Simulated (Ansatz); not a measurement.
Runs of Ansatz 0.2.0 on SBr3. It takes space group I4/mmm (No. 139, tetragonal). Conventional cell: a = 3.883 Å, b = 3.883 Å, c = 16.241 Å, α = 90.00°, β = 90.00°, γ = 90.00°. Br (site symmetry 4/mmm) has 4 S at 2.75 Å as nearest neighbours. Br (site symmetry -4m2) is surrounded by 4 Br at 2.75 Å. S (site symmetry 4/mmm) is surrounded by 4 Br at 2.75 Å. The cell comes from a database or a generator and needn't be the stable form of this composition.

| share of exact exchange | gap on the mesh (eV) | pressure (GPa) |
| --- | --- | --- |
| 0.2 | none | -1.2 |
| 0.1 | none | -0.5 |
| 0.4 | none | (a) |
| 0.3 | none | -1.9 |
| 0.5 | none | (b) |

Alike in all rows: task single point; level HSE06 form with a typed share of exact exchange; potentials or basis Ansatz PAW; no spin polarisation; cell as given; k mesh 5 × 5 × 5; cutoff (eV) 420; smearing fermi-dirac 0.05 eV; the mesh is coarse, so values aren't converged.

Task: Estimate the missing entries.

Result: (a) -2.6; (b) -3.2.

Caveats: all runs use coarse meshes; an odd number of electrons without spin polarisation forces a metal; a magnetic or distorted state may lie lower; the PAW data sets come from PBE, with cores solved anew for the run's functional, which leaves a small shift of forces and pressure; the thresholds are loose for stress.

A k mesh can miss the band edges, and the runs leave out spin-orbit coupling on Br.

A gap of «none» marks a metal or a gap under the smearing width.
